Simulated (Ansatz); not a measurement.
# BeRe: the cost of one run

Program: Ansatz 0.2.0. Level of theory: DFT PBE, scalar-relativistic, plane waves, PAW. These are calculated values, not measurements.

## 1. The starting structure

It takes space group P4/mmm (No. 123, tetragonal). Conventional cell: a = 2.597 Å, b = 2.597 Å, c = 3.404 Å, α = 90.00°, β = 90.00°, γ = 90.00°. Be (site symmetry 4/mmm) is surrounded by 8 Re at 2.50 Å and 4 Be at 2.60 Å. Around Re (site symmetry 4/mmm) lie 8 Be at 2.50 Å and 4 Re at 2.60 Å.

As a file:

```cif
data_structure
_symmetry_space_group_name_H-M 'P4/mmm'
_symmetry_Int_Tables_number 123
_cell_length_a 2.5972
_cell_length_b 2.5972
_cell_length_c 3.4042
_cell_angle_alpha 90.000
_cell_angle_beta 90.000
_cell_angle_gamma 90.000
_cell_volume 22.96
loop_
_atom_site_label
_atom_site_type_symbol
_atom_site_symmetry_multiplicity
_atom_site_Wyckoff_symbol
_atom_site_fract_x
_atom_site_fract_y
_atom_site_fract_z
_atom_site_occupancy
Be1 Be 1 d 0.50000 0.50000 0.50000 1
Re1 Re 1 a 0.00000 0.00000 0.00000 1
```

(A quick probe on a coarse mesh, which set the mesh and smearing, is not shown.)

## 3. Rough relaxation on the coarse mesh

The input, input.yaml:

```yaml
crystal:
  lattice:
    - [2.5972309561, 0.0, 0.0]
    - [0.0, 2.5972309561, 0.0]
    - [0.0, 0.0, 3.4042277175]
  atoms:
    - { symbol: Be, position: [0.5, 0.5, 0.5] }
    - { symbol: Re, position: [0.0, 0.0, 0.0] }
basis:
  ecutwfc: 420
kpoints:
  mp_grid: { grid: [6, 6, 6] }
hamiltonian:
  xc: pbe
scf:
  occupations: { method: gaussian, width: 0.1 }
  lower_state_search: "off"
output:
  forces: true
  stress: true
  eigenvalues: true
relax:
  adjacent_minimum: "off"
  f_tol: 0.04
  max_steps: 70
  cell: { stress_tol: 0.4 }
```

On the command line:

```
$ ansatz run input.yaml --threads 1 --pin off --max-ram 2560MiB --backend cpu --events-out ev --progress --plain --runs-dir out
```

**Question.** How long does this run take on 1 thread of Arm Neoverse V1, shared host, and how much memory does it need?

About 9.3 s, with a peak of 0.28 GiB.
